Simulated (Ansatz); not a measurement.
# BH₅N₂Si: up Jacob's ladder to CCSD(T)

Aim: compute BH₅N₂Si with functionals from several rungs and with coupled cluster. The yardstick is the atomisation energy at the CCSD(T) limit.

The runs use Ansatz 0.2.0, Gaussian basis; functionals in def2-TZVPP, the program's frozen cores in correlated methods.

Plan: LDA (SPW92), PBE-D4, revPBE-D4, BLYP-D4, r2SCAN-D4, B97M-V, PBE0-D4, B3LYP-D4, r2SCANh-D4, r2SCAN0-D4, HSE06-D4, BHLYP-D4, CAM-B3LYP-D4, LC-ωPBE, ωB97X-V, ωB97M-V, B2PLYP, PBE-QIDH; CCSD(T)/def2-SVP; CCSD(T)/def2-TZVPP; MP2/def2-QZVPP; extrapolation to the limit; RPA on PBE.

## (1) The geometry

All runs share one geometry, relaxed beforehand with PBE0-D4 in a triple-zeta def2 set.

9 atoms, charge 0, spin multiplicity 1.

Atoms are counted from 1 here; the program's logs count them from 0.

Bond lengths: N1–Si2 1.702 Å, N1–H5 1.006 Å, N1–H6 1.005 Å, Si2–B3 1.914 Å, Si2–N4 1.755 Å, Si2–H7 1.482 Å, B3–N4 1.389 Å, B3–H8 1.190 Å, N4–H9 1.011 Å. Angles: Si2–N1–H5 122.6°, Si2–N1–H6 123.2°, H5–N1–H6 112.9°, N1–Si2–B3 127.2°, N1–Si2–N4 121.8°, N1–Si2–H7 105.5°, B3–Si2–N4 44.2°, B3–Si2–H7 127.1°, N4–Si2–H7 113.4°, Si2–B3–N4 61.8°, Si2–B3–H8 163.8°, N4–B3–H8 134.4°, Si2–N4–B3 74.0°, Si2–N4–H9 150.8°, B3–N4–H9 135.2°.

## (2) LDA

This LDA is Slater exchange with PW92 correlation.

Contents of in.yaml:

```yaml
crystal:
  periodic: [false, false, false]
  atoms:
    - {symbol: N, position_ang: [-0.637841, 1.588111, 0.218243]}
    - {symbol: Si, position_ang: [0.258947, 0.175476, 0.530470]}
    - {symbol: B, position_ang: [-0.233858, -1.625779, 0.110161]}
    - {symbol: N, position_ang: [0.650453, -0.971595, -0.738359]}
    - {symbol: H, position_ang: [-0.221268, 2.503311, 0.212864]}
    - {symbol: H, position_ang: [-1.561836, 1.577322, -0.177334]}
    - {symbol: H, position_ang: [1.441211, 0.620895, 1.305249]}
    - {symbol: H, position_ang: [-0.741344, -2.702396, 0.114426]}
    - {symbol: H, position_ang: [1.134037, -1.211646, -1.592919]}
basis:
  gaussian: {orbitals: def2-TZVPP}
hamiltonian: {xc: lda}
output: {orbitals: {seedname: orbitals}}
```

The runs that follow: PBE-D4 (GGA); revPBE-D4 (GGA); BLYP-D4 (GGA); r2SCAN-D4 (meta-GGA); B97M-V (meta-GGA); PBE0-D4 (hybrid); B3LYP-D4 (hybrid); r2SCANh-D4 (hybrid); r2SCAN0-D4 (hybrid); HSE06-D4 (hybrid); BHLYP-D4 (hybrid); CAM-B3LYP-D4 (range-separated); LC-ωPBE (range-separated); ωB97X-V (range-separated); ωB97M-V (range-separated); B2PLYP (double hybrid); PBE-QIDH (double hybrid); CCSD(T) in def2-SVP; CCSD(T) in def2-TZVPP; MP2 in def2-QZVPP; RPA on PBE orbitals.

**Question.** What will the summary of the whole plan be? Wanted: atomisation energy, CCSD(T)/CBS; farthest beyond LDA; mean size of error, GGA; mean size of error, meta-GGA; mean size of error, hybrid; mean size of error, range-separated; mean size of error, double hybrid; gap, smallest and largest; T1 diagnostic.

The runs gave:

| quantity | value |
| --- | --- |
| atomisation energy, CCSD(T)/CBS | 32.880 eV |
| functionals within 0.164 eV (0.5 %) | revPBE-D4, r2SCAN-D4, PBE0-D4, r2SCANh-D4, HSE06-D4, LC-ωPBE |
| farthest beyond LDA | PBE-D4 (+0.812 eV) |
| mean size of error, GGA | 0.397 eV |
| mean size of error, meta-GGA | 0.167 eV |
| mean size of error, hybrid | 0.326 eV |
| mean size of error, range-separated | 0.294 eV |
| mean size of error, double hybrid | 0.234 eV |
| gap, smallest and largest | 4.12 eV (LDA (SPW92)), 11.25 eV (LC-ωPBE) |
| T1 diagnostic | 0.0130 |
| triples share of the correlation energy | 4.1 % |

In words: LDA overbinds by 4.967 eV (15 %). PBE-D4 is off by +0.812 eV. Double hybrids carry the basis error of their MP2 part in triple zeta, and no dispersion term here, so their miss is partly the set-up's. By mean error the best rung here is meta-GGA (0.167 eV) and the worst beyond LDA is GGA (0.397 eV). The gap between the best rungs is small, so their order is not settled. Misses under about 0.164 eV are within the doubt on the reference itself, which lacks core-valence correlation, relativity and higher excitations. Hartree-Fock recovers 69 % of the binding; the rest is correlation. CCSD(T) in def2-SVP is off by -2.569 eV, worse than the median functional, from the basis alone. Orbital gaps span 4.1 to 11.2 eV; exact exchange widens them.
